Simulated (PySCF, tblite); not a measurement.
**C3H10BBrGe2: geometry, infrared bands and NMR shifts**

Aim: predict the infrared bands and NMR shifts of C3H10BBrGe2 (`[GeH3][B]([GeH2][Br])C1CC1`).

Programs: tblite 0.8.0 and PySCF 2.14.0, with density-fitted response routines of our own. Each step states its level of theory. These are calculated values for one molecule in the gas phase, unless marked as measured. Atoms are numbered from 0 throughout.

### 1 The starting structure

17 atoms, charge 0, multiplicity 1; geometry from: force field or distance geometry start.

Bonds of the start (Å): Ge0–B1 2.02, B1–Ge2 2.03, Ge2–Br3 2.34, B1–C4 1.60, C4–C5 1.53, C5–C6 1.52, C6–C4 1.53, Ge0–H7 1.54, Ge0–H8 1.55, Ge0–H9 1.54, Ge2–H10 1.54, Ge2–H11 1.56, C4–H12 1.11, C5–H13 1.11, C5–H14 1.11, C6–H15 1.12, C6–H16 1.11.

### 2 Optimising the geometry with GFN2-xTB

What the job is given:

```
{"job": {"kind": "relax", "xc": "GFN2-xTB", "basis": "xTB"}, "charge": 0, "multiplicity": 1}
Ge     1.614800     1.675400    -0.296400
B      0.576200    -0.009300     0.095000
Ge     1.472100    -1.806200    -0.201400
Br     1.956500    -2.015500    -2.476400
C     -0.882700     0.060600     0.747400
C     -1.967400    -0.679400    -0.036600
C     -1.902100     0.840300    -0.084100
H      1.966200     1.717100    -1.799800
H      0.736000     2.903000     0.064200
H      2.904000     1.697600     0.549300
H      2.765900    -1.884600     0.624100
H      0.491600    -2.937000     0.228900
H     -1.035600     0.104500     1.849500
H     -1.651000    -1.165400    -0.988600
H     -2.793300    -1.065700     0.593800
H     -2.698300     1.334900     0.530300
H     -1.559900     1.241700    -1.056200
```

Command:

```console
$ OMP_NUM_THREADS=1 python probes_run.py task.json out
```

The driver reads the jobs from task.json and runs them one after another.

**Question.** This job is followed by: GFN2-xTB harmonic vibrations, gas phase; GIAO PBE0/pcSseg-1 NMR shielding, non-relativistic, gas phase. What will the session give for the following? strongest single infrared mode (GFN2-xTB); zero-point energy (GFN2-xTB); ¹³C shifts against TMS (PBE0/pcSseg-1, means over atoms taken as alike); ¹H shifts against TMS (PBE0/pcSseg-1, means over atoms taken as alike); ⁷³Ge shifts against GeMe4 (PBE0/pcSseg-1); ¹¹B shifts against BF3·OEt2 (PBE0/pcSseg-1); ⁷⁹Br shifts against HBr (PBE0/pcSseg-1); surface potential, 1st and 99th percentile.

**Answer**, as computed:

| quantity | value |
| --- | --- |
| strongest single infrared mode (GFN2-xTB) | 2050 cm⁻¹, 475 km/mol |
| zero-point energy (GFN2-xTB) | 70.2 kcal/mol |
| ¹³C shifts against TMS (PBE0/pcSseg-1, means over atoms taken as alike) | 34.6, 23.7 ppm |
| ¹H shifts against TMS (PBE0/pcSseg-1, means over atoms taken as alike) | 5.49, 3.15, 2.67, 1.93, 1.60 ppm |
| ⁷³Ge shifts against GeMe4 (PBE0/pcSseg-1) | -155, -369 ppm |
| ¹¹B shifts against BF3·OEt2 (PBE0/pcSseg-1) | 119.2 ppm |
| ⁷⁹Br shifts against HBr (PBE0/pcSseg-1) | -282 ppm |
| surface potential, 1st and 99th percentile | -0.78 V and 1.47 V |

The optimisation took 182 steps and gained 0.877 eV; among the close pairs (by a distance rule), B1–C4 changed most, from 1.600 to 1.523 Å. The lowest mode is slightly imaginary (11i cm⁻¹), a soft motion within the noise of the Hessian, so the minimum is not strictly shown. The strongest single mode, at 2050 cm⁻¹, moves mainly H7 and H8. Unscaled tight-binding wavenumbers are off by several per cent, some by more. Its intensities can rank the bands wrongly. At PBE0/pcSseg-1: The largest span, 280 ppm, is at Br3, where the paramagnetic term is -220 ppm. By nearest atom (PBE0/pcSseg-1), the HOMO sits on Br3 48 %; B1 18 % and the LUMO on B1 54 %; Ge2 7 %. Spin-orbit coupling is left out, which matters for shieldings and couplings at and beside the heavy atoms.
